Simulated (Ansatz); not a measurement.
# F4H5NSi: the cost of one run

Method: RHF/def2-mTZVP, in Ansatz 0.2.0.

**1. The starting structure**

Bond lengths: Si1–F3 1.601 Å, Si1–F4 1.579 Å, Si1–F5 1.576 Å, Si1–F7 1.999 Å, N9–H10 1.007 Å, N9–H11 1.007 Å. Angles: F3–Si1–F4 99.7°, F3–Si1–F5 99.1°, F3–Si1–F7 170.3°, F4–Si1–F5 120.0°, F4–Si1–F7 85.4°, F5–Si1–F7 85.2°, H10–N9–H11 111.8°.

As a file:

```xyz
11

Si   -0.6656    1.0721   -1.0474
H    -0.8177   -0.6409   -0.3169
F    -1.9998    0.9278   -1.9198
F    -1.1064    2.2378   -0.0772
F     0.3624    1.3589   -2.2077
H     1.0865   -0.0694    0.7848
F     0.9507    0.9276    0.1193
H    -0.3100   -1.1576    0.3529
N     0.7195   -1.2841    1.1989
H     1.3474   -2.0309    0.9506
H     0.4332   -1.3413    2.1624
```

**2. Pulling towards end A**

Springs on the bonds that form and break draw the guess towards this end; the thresholds are loose.

Contents of input.yaml:

```yaml
crystal:
  periodic: [false, false, false]
  atoms:
    - { symbol: Si, position_ang: [-0.6656, 1.0721, -1.0474] }
    - { symbol: H, position_ang: [-0.8177, -0.6409, -0.3169] }
    - { symbol: F, position_ang: [-1.9998, 0.9278, -1.9198] }
    - { symbol: F, position_ang: [-1.1064, 2.2378, -0.0772] }
    - { symbol: F, position_ang: [0.3624, 1.3589, -2.2077] }
    - { symbol: H, position_ang: [1.0865, -0.0694, 0.7848] }
    - { symbol: F, position_ang: [0.9507, 0.9276, 0.1193] }
    - { symbol: H, position_ang: [-0.31, -1.1576, 0.3529] }
    - { symbol: "N", position_ang: [0.7195, -1.2841, 1.1989] }
    - { symbol: H, position_ang: [1.3474, -2.0309, 0.9506] }
    - { symbol: H, position_ang: [0.4332, -1.3413, 2.1624] }
basis:
  gaussian: { orbitals: def2-mTZVP }
hamiltonian:
  xc: hf
relax:
  f_tol: 0.15
  max_steps: 25
  restrain:
    - { distance: [0, 6], at: 2.98, k: 30.0 }
    - { distance: [5, 8], at: 2.32, k: 30.0 }
    - { distance: [7, 1], at: 1.92, k: 30.0 }
    - { distance: [0, 1], at: 1.42, k: 30.0 }
    - { distance: [5, 6], at: 0.88, k: 30.0 }
    - { distance: [7, 8], at: 1.02, k: 30.0 }
```

Command:

```bash
$ ansatz run input.yaml --threads 4 --pin off --max-ram 5120MiB --backend cpu --events-out ev --progress --plain --runs-dir out
```

What time and memory should one allow on 4 threads of Arm Neoverse N1, shared host?

About 21 s, with a peak of 0.29 GiB.
